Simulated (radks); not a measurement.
# The Coulomb parameter U of the 4d shell of Ru⁺

The task here is to estimate one member of a computed series from the others.

Method: scalar-relativistic Kohn-Sham, PBEsol, spin-unpolarised, spherical densities, point nucleus. Code: radks (a radial shooting solver on a logarithmic mesh, Libxc functionals) version 1.

### Starting point

```
element       : ruthenium (Z = 44)
charge        : +1
electrons     : 43
configuration : [Kr] 4d6 5s1
```

Outer shells as boxes (Hund's rule):

Ru⁺
```
[Kr] core
4d [↑↓][↑ ][↑ ][↑ ][↑ ]
5s [↑ ]
```

The first run:

Settings of this run:

```text
Z 44
configuration [Kr] 4d6 5s1
relativity scalar-relativistic
functional pbe_sol,pbe_sol
spin unpolarised
nucleus point
c 137.035999084
```

Steps of the session up to this table: Start: [Kr] 4d6 5s1.

One table of the session follows, with a row left open; its other results are not shown here.

It belongs to the step «Start: [Kr] 4d6 5s1». Sizes of the orbitals, from the radial functions (bohr):

| level | <r> | outermost maximum (interpolated) | 90 % within | nodes |
| --- | --- | --- | --- | --- |
| 2p | 0.1270 | 0.0983 | 0.207 | 0 |
| 3s | 0.4030 | 0.362 | 0.594 | 2 |
| 3p | 0.4032 | 0.355 | 0.608 | 1 |
| 3d | 0.3842 | 0.301 | 0.611 | 0 |
| 4s | ? | ? | ? | ? |
| 4p | 1.121 | 0.981 | 1.66 | 2 |
| 4d | 1.568 | 1.20 | 2.50 | 1 |
| 5s | 2.923 | 2.52 | 4.29 | 4 |

**Question.** Estimate the row for 4s.

As computed: <r>: 1.016; outermost maximum (interpolated): 0.913; 90 % within: 1.48; nodes: 3. In the column «<r>» it lies between 3p (0.4032) and 4p (1.121).
